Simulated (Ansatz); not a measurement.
Runs of Ansatz 0.2.0 on ScTaN. It takes space group P-3m1 (No. 164, trigonal). Conventional cell: a = 3.085 Å, b = 3.085 Å, c = 10.340 Å, α = 90.00°, β = 90.00°, γ = 120.00°. Ta (site symmetry 3m) is surrounded by 3 N at 2.20 Å. Sc (site symmetry -3m) has 6 Sc at 3.09 Å and 6 Ta at 3.10 Å as nearest neighbours. Sc (site symmetry -3m) is surrounded by 6 N at 2.23 Å. N (site symmetry 3m) is surrounded by 3 Ta at 2.20 Å and 3 Sc at 2.23 Å. The cell comes from a database or a generator and needn't be the stable form of this composition.

```tsv
task	level	spin	cell	points for each segment of the path	gap on the mesh (eV)	pressure (GPa)	relaxed volume (Å³/atom)	largest force (eV/Å)
relaxation of cell and atoms	PBEsol	off	relaxed	-	none	0.0	13.74	-
relaxation of cell and atoms	PBEsol+D3(BJ)-ATM	off	relaxed	-	none	0.0	13.43	-
relaxation of cell and atoms	PBEsol+D4	off	relaxed	-	none	0.0	(b)	-
band structure	PBEsol	off	as given	14	none	(a)	-	0.33
relaxation of cell and atoms	PBEsol+D3(BJ)	off	relaxed	-	none	0.0	13.36	-
band structure	PBEsol	SOC, no magnetisation	as given	14	none	-6.8	-	0.33
```

Alike in all rows: potentials or basis Ansatz PAW; k mesh 10 × 10 × 3; cutoff (eV) 420; smearing fermi-dirac 0.05 eV.

**Question.** Fill in the values left out.

**Answer.** (a) -6.6; (b) 13.59.

Caveats: the PAW data sets come from PBE, with cores solved anew for the run's functional, which leaves a small shift of forces and pressure; the plane-wave basis is chosen anew once the cell has moved, so the energies of steps on either side of that aren't comparable (some runs); pairwise dispersion overbinds metals, which lowers pressure and volume (some runs); spin-orbit coupling is left out, which moves the levels of the heavy elements (some runs).

A k mesh can miss the band edges, and rows without SOC leave out spin-orbit coupling on Ta.

A gap of «none» marks a metal or a gap under the smearing width.
